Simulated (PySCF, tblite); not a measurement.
# C₂H₈BN: infrared bands, NMR shifts and spin-spin couplings

Aim: predict the infrared bands, NMR shifts and spin-spin couplings of C₂H₈BN (`CB(C)N`).

Computed with tblite 0.8.0 and PySCF 2.14.0, with density-fitted response routines of our own, on a single molecule in the gas phase. Atoms are numbered from 0 throughout.

## Step 1: The starting structure

12 atoms, charge 0, multiplicity 1; geometry from: GFN2-xTB.

Bonds of the start (Å): C0–B1 1.59, B1–C2 1.59, B1–N3 1.38, C0–H4 1.09, C0–H5 1.09, C0–H6 1.09, C2–H7 1.09, C2–H8 1.09, C2–H9 1.09, N3–H10 1.01, N3–H11 1.01.

## Step 2: Harmonic vibrations with GFN2-xTB

Job settings and geometry (Å):

```
{"job": {"kind": "ir", "xc": "GFN2-xTB", "basis": "xTB"}, "charge": 0, "multiplicity": 1}
C      1.457015    -0.342312     0.201134
B     -0.033181     0.186974     0.045985
C     -1.250115    -0.828897    -0.064961
N     -0.274281     1.549362    -0.008165
H      1.548884    -1.035360     1.034763
H      1.766443    -0.890393    -0.687082
H      2.179910     0.455769     0.356655
H     -1.248904    -1.544078     0.755013
H     -2.219688    -0.334895    -0.068323
H     -1.182185    -1.413815    -0.980721
H     -1.191645     1.950012    -0.113296
H      0.448946     2.246947     0.047100
```

**Question.** This job is followed by: GIAO PBE0/pcSseg-1 NMR shielding, non-relativistic, gas phase; B3LYP/pcJ-1 indirect spin-spin coupling, non-relativistic, gas phase. Predict these results of the whole session: strongest single infrared mode (GFN2-xTB); zero-point energy (GFN2-xTB); 13C shifts against TMS (PBE0/pcSseg-1, means over atoms taken as alike); 1H shifts against TMS (PBE0/pcSseg-1, means over atoms taken as alike); 11B shifts against BF3·OEt2 (PBE0/pcSseg-1); 15N shifts against NH3 (PBE0/pcSseg-1); largest coupling of the table (B3LYP/pcJ-1).

As calculated:

| quantity | value |
| --- | --- |
| strongest single infrared mode (GFN2-xTB) | 612 cm⁻¹, 205 km/mol |
| zero-point energy (GFN2-xTB) | 64.8 kcal/mol |
| 13C shifts against TMS (PBE0/pcSseg-1, means over atoms taken as alike) | 6.1 ppm |
| 1H shifts against TMS (PBE0/pcSseg-1, means over atoms taken as alike) | 3.79, 0.25 ppm |
| 11B shifts against BF3·OEt2 (PBE0/pcSseg-1) | 43.5 ppm |
| 15N shifts against NH3 (PBE0/pcSseg-1) | 110.5 ppm |
| largest coupling of the table (B3LYP/pcJ-1) | 1J(C,H) C0–H4, 122.0 Hz |

**Reading.** No mode is imaginary among the 30: a minimum at this level. The strongest single mode, at 612 cm⁻¹, moves mainly H10 and H11. GFN2-xTB is a fitted tight-binding method: band positions and strengths are rough. Its intensities can rank the bands wrongly. At PBE0/pcSseg-1: The widest tensor belongs to N3: span 132 ppm, with a paramagnetic part of -159 ppm. In the run at B3LYP/pcJ-1, the largest coupling of the table is C0–H4 (mean over like pairs), 122.0 Hz, of which the Fermi-contact term gives 119.6 Hz.
